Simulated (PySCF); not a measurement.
Runs of PySCF 2.14.0 on F3CCl. The cell holds a molecule in a box, 5 atoms: a = 12.000 Å, b = 12.000 Å, c = 12.000 Å, α = 90.00°, β = 90.00°, γ = 90.00°. 

```csv
task,level,frozen core bands,conv_tol,exxdiv,grid for exchange and correlation,three-body dispersion term,gap on the mesh (eV)
MP2 correlation energy,HF,9,1e-08 Ha,ewald,-,-,19.37
atomic charges,rSCAN+D3(BJ),-,1e-07 Ha,-,"Becke, atom-centred",no,8.56
excitation energies (Tamm-Dancoff),PBE0,9,1e-08 Ha,ewald,"Becke, atom-centred",-,(a)
atomic charges,TPSS+D3(BJ),-,1e-07 Ha,-,"Becke, atom-centred",no,(b)
atomic charges,LC-wPBE,-,1e-07 Ha,ewald,"Becke, atom-centred",-,16.42
```

Alike in all rows: potentials or basis def2-svp (all-electron); no spin polarisation; cell as given; k mesh 1 × 1 × 1; smearing fixed.

Question: Estimate the missing entries.

Answer: (a) 10.80; (b) 8.25.

Caveats: this is a molecule in a periodic box at the Γ point, so its band gap is the HOMO-LUMO gap; the basis of atomic orbitals isn't converged, which shifts pressures, moduli and gaps; the basis is small and the box finite, so much correlation energy is missing and levels can be off by tenths of an eV (some runs); these D3(BJ) parameters were fitted with the three-body term, which the run leaves out (some runs); the iterative solver can pass over a root and still report convergence (some runs).

Runs at the PBE level aren't shown here.
